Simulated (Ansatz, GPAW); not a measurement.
ZnS: PBE in single-zeta orbitals, run from Python

These are simulated results from GPAW 26.7.0, not measurements. The cell was built from a prototype and was relaxed with r2SCAN in plane waves (Ansatz 0.2.0). Not every such cell is a known phase. All runs are without spin polarisation.

The symmetry is P6_3mc (No. 186, hexagonal); conventional cell a = 3.805 Å, c = 6.244 Å, 19.58 Å³ an atom. Zn has 4 S at 2.33–2.34 Å; S has 4 Zn at 2.33–2.34 Å.

The basis is minimal: single zeta, one radial function for each shell that the log's basis lists. It describes the filled bands fairly and the empty ones poorly.

run.py reads:

```python
import json
from ase import Atoms
from gpaw import GPAW, PW, FermiDirac

atoms = Atoms(['Zn', 'Zn', 'S', 'S'],
              cell=[[3.80545084, 0.0, 0.0], [-1.90272542, 3.2956171, 0.0], [0.0, 0.0, 6.2439931]],
              scaled_positions=[[0.333333333, 0.666666667, 0.000338127], [0.666666667, 0.333333333, 0.500338127], [0.333333333, 0.666666667, 0.374661873], [0.666666667, 0.333333333, 0.874661873]],
              pbc=True)
calc = GPAW(mode='lcao', basis='sz(dzp)', h=0.2, xc='PBE', kpts={'size': (6, 6, 4), 'gamma': True},
            occupations=FermiDirac(0.02), maxiter=100, legacy_gpaw=True, txt='gpaw.txt')
atoms.calc = calc
res = {'energy': atoms.get_potential_energy(force_consistent=True)}
res['electrons'] = calc.get_number_of_electrons()
res['k'] = calc.get_ibz_k_points().tolist()
res['levels'] = [calc.get_eigenvalues(kpt=i).tolist() for i in range(len(res['k']))]
points = [[0.0, 0.0, 0.0], [0.5, 0.0, 0.0], [0.333333, 0.333333, 0.0], [0.0, 0.0, 0.5], [0.5, 0.0, 0.5], [0.333333, 0.333333, 0.5]]
bands = calc.fixed_density(kpts=points, symmetry='off', txt='bands.txt')
res['points'] = [bands.get_eigenvalues(kpt=i).tolist() for i in range(len(points))]
json.dump(res, open('results.json', 'w'))
print('free energy (eV):', round(res['energy'], 5))
```

Command: `python run.py`. It took 20 s on 1 thread of Arm Neoverse V1, on a shared host, peak memory 0.18 GiB.

The log gpaw.txt, trimmed of paths, versions and times, then the last line on the terminal. An iter line gives the energy in eV and the logarithms of the changes of orbitals (plane waves alone) and density (c: converged):

```
___ ___ ___ _ _ _
 |   |   |_  | | | |

 | | | | | . | | | |

 |__ |  _|___|_____|  26.7.0
 |___|_|

Input parameters:
  basis: sz(dzp)
  h: 0.2
  kpts: {gamma: True,
         size: (6, 6, 4)}
  maxiter: 100
  mode: lcao
  occupations: {fixmagmom: False,
                name: fermi-dirac,
                width: 0.02}
  xc: PBE

System changes: positions, numbers, cell, pbc, initial_charges, initial_magmoms

Initialize ...

species:
  Zn:
    name:    Zinc
    Z:       30.0
    valence: 12
    core:    18
    charge:  0.0  # [|e|]
    compensation charges:
      type: gauss
      rc: 0.37  # [Å]
      lmax: 2
    cutoffs:
      filter: 2.14  # [Å]
      core: 2.28  # [Å]
    projectors
    | kind |    occ | energy [eV] | rcut [Å] |

    |------|--------|-------------|----------|

    |   4s |  2.000 |      -5.977 |    1.286 |

    |   4p |  0.000 |      -1.117 |    1.270 |

    |   3d | 10.000 |     -10.142 |    1.180 |

    |    s |        |      21.234 |    1.286 |

    |    p |        |      26.095 |    1.270 |

    |    d |        |      17.070 |    1.180 |

    LCAO basis set for Zn:
      Name: sz(dzp)
      Number of radial functions: 3
      Number of spherical harmonics: 9
        l=0, rc=8.1562 Bohr: 4s-sz confined orbital
        l=1, rc=12.4062 Bohr: 4p-sz confined orbital
        l=2, rc=4.3594 Bohr: 3d-sz confined orbital
      Number of RI-basis functions 0

  S:
    name:    Sulfur
    Z:       16.0
    valence: 6
    core:    10
    charge:  0.0  # [|e|]
    compensation charges:
      type: gauss
      rc: 0.24  # [Å]
      lmax: 2
    cutoffs:
      filter: 1.77  # [Å]
      core: 1.66  # [Å]
    projectors
    | kind |    occ | energy [eV] | rcut [Å] |

    |------|--------|-------------|----------|

    |   3s |  2.000 |     -17.254 |    0.974 |

    |   3p |  4.000 |      -7.008 |    0.979 |

    |    s |        |       9.957 |    0.974 |

    |    p |        |      20.203 |    0.979 |

    |    d |        |       0.000 |    0.900 |

    LCAO basis set for S:
      Name: sz(dzp)
      Number of radial functions: 2
      Number of spherical harmonics: 4
        l=0, rc=5.5156 Bohr: 3s-sz confined orbital
        l=1, rc=6.9375 Bohr: 3p-sz confined orbital
      Number of RI-basis functions 0

Reference energy: -119437.893101  # eV

Spin-paired calculation

Convergence criteria:
 Maximum [total energy] change in last 3 cyles: 0.0005 eV / valence electron
 Maximum integral of absolute [dens]ity change: 0.0001 electrons / valence electron
 Maximum integral of absolute [eigenst]ate change: 4e-08 eV^2 / valence electron
 Maximum number of scf [iter]ations: 100
 (Square brackets indicate name in SCF output, whereas a 'c' in
 the SCF output indicates the quantity has converged.)

Symmetries present (total): 6

  ( 1  1  0)  ( 1  0  0)  ( 0  1  0)  ( 0 -1  0)  (-1  0  0)  (-1 -1  0)
  ( 0 -1  0)  ( 0  1  0)  (-1 -1  0)  (-1  0  0)  ( 1  1  0)  ( 1  0  0)
  ( 0  0  1)  ( 0  0  1)  ( 0  0  1)  ( 0  0  1)  ( 0  0  1)  ( 0  0  1)

144 k-points: 6 x 6 x 4 Monkhorst-Pack grid + [1/12,1/12,1/8]
24 k-points in the irreducible part of the Brillouin zone
       k-points in crystal coordinates                weights
   0:     0.00000000    0.00000000    0.00000000          1/144
   1:     0.00000000    0.00000000    0.25000000          2/144
   2:     0.00000000    0.00000000    0.50000000          1/144
   3:     0.16666667    0.00000000   -0.25000000          6/144
   4:     0.16666667    0.00000000    0.00000000          6/144
   5:     0.16666667    0.00000000    0.25000000          6/144
   6:     0.16666667    0.00000000    0.50000000          6/144
   7:     0.33333333   -0.16666667    0.00000000          6/144
   8:     0.33333333   -0.16666667    0.25000000         12/144
   9:     0.33333333   -0.16666667    0.50000000          6/144
          ...
  23:     0.50000000    0.50000000    0.50000000          3/144

Wave functions: LCAO
  Diagonalizer: Serial LAPACK
  Atomic Correction: dense with blas
  Data-type: complex

Occupation numbers: Fermi-Dirac:
  width: 0.0200  # eV

Eigensolver
   LCAO using direct dense diagonalizer

Densities:
  Coarse grid: 16*16*32 grid
  Fine grid: 32*32*64 grid
  Total Charge: 0.000000

Density mixing:
  Method: separate
  Backend: msr1
  Linear mixing parameter: 0.05
  old densities: 10
  Width of damping distribution: 1.1
  Damping of long wavelength oscillations: 20

Hamiltonian:
  XC and Coulomb potentials evaluated on a 32*32*64 grid
  Using the PBE Exchange-Correlation functional
  Interpolation: tri-quintic (5. degree polynomial)
  Poisson solver: FastPoissonSolver using
    Stencil: 8*3+1=25 point O(h^6) finite-difference Laplacian
    FFT axes: [np.int64(0), np.int64(1), np.int64(2)]
    FST axes: []

XC parameters: PBE with 2 nearest neighbor stencil

Memory estimate:
  Process memory now: 114.55 MiB
  Calculator: 25.23 MiB
    Density: 14.79 MiB
      Arrays: 1.62 MiB
      Localized functions: 11.91 MiB
      Mixer: 1.25 MiB
    Hamiltonian: 1.88 MiB
      Arrays: 1.06 MiB
      XC: 0.00 MiB
      Poisson: 0.00 MiB
      vbar: 0.82 MiB
    Wavefunctions: 8.56 MiB
      C [qnM]: 0.25 MiB
      S, T [2 x qmm]: 0.50 MiB
      P [aqMi]: 0.04 MiB
      BasisFunctions: 7.78 MiB
      Eigensolver: 0.00 MiB

Total number of cores used: 1

Number of atoms: 4
Number of atomic orbitals: 26
Number of bands in calculation: 26
Number of valence electrons: 36
Bands to converge: occupied
Positions:
   0 Zn    -0.000000    2.197078    0.002111    ( 0.0000,  0.0000,  0.0000)
   1 Zn     1.902725    1.098539    3.124108    ( 0.0000,  0.0000,  0.0000)
   2 S     -0.000000    2.197078    2.339386    ( 0.0000,  0.0000,  0.0000)
   3 S      1.902725    1.098539    5.461383    ( 0.0000,  0.0000,  0.0000)

Unit cell:
           periodic     x           y           z      points  spacing
  1. axis:    yes    3.805451    0.000000    0.000000    16     0.2060
  2. axis:    yes   -1.902725    3.295617    0.000000    16     0.2060
  3. axis:    yes    0.000000    0.000000    6.243993    32     0.1951

  Lengths:   3.805451   3.805451   6.243993
  Angles:   90.000000  90.000000 120.000000

Effective grid spacing dv^(1/3) = 0.2122

iter:   1   -10.764663        c
iter:   2   -10.741724        c -1.28
iter:   3   -10.653696        c -1.31
iter:   4   -10.651374        c -2.13
iter:   5   -10.650981c       c -2.79
iter:   6   -10.650974c       c -3.70
iter:   7   -10.650973c       c -4.12c

Converged after 7 iterations.

Energy contributions relative to reference atoms: (reference = -119437.893101)

Kinetic:        +62.000552
Potential:      -52.114097
External:        +0.000000
XC:             -20.883512
Entropy (-ST):   -0.000000
Local:           +0.346085
SIC:             +0.000000
--------------------------
Free energy:    -10.650973
Extrapolated:   -10.650973

Showing only first 2 kpts
 Kpt  Band  Eigenvalues  Occupancy
  0    16      3.98769    2.00000
  0    17      3.98899    2.00000
  0    18      6.07817    0.00000
  0    19      7.74821    0.00000

  1    16      3.83836    2.00000
  1    17      3.83955    2.00000
  1    18      7.01555    0.00000
  1    19      7.82147    0.00000

Fermi level: 5.00481

Gap: 2.089 eV
Transition (v -> c):
  (s=0, k=0, n=17, [0.00, 0.00, 0.00]) -> (s=0, k=0, n=18, [0.00, 0.00, 0.00])
No difference between direct/indirect transitions

free energy (eV): -10.65097
```

The gap in the log is over the mesh alone; results.json adds the listed points. PBE in single-zeta orbitals gives a gap of 2.09 eV. On the same cell, plane-wave PBE (Ansatz, 12×12×4 k points and the special points) gives a gap of 2.21 eV and r2SCAN a gap of 2.78 eV; on shared hosts these took about 12 and 29 core-seconds on the 4-atom cell, against 20 for the script. Semilocal gaps usually lie below measured ones.
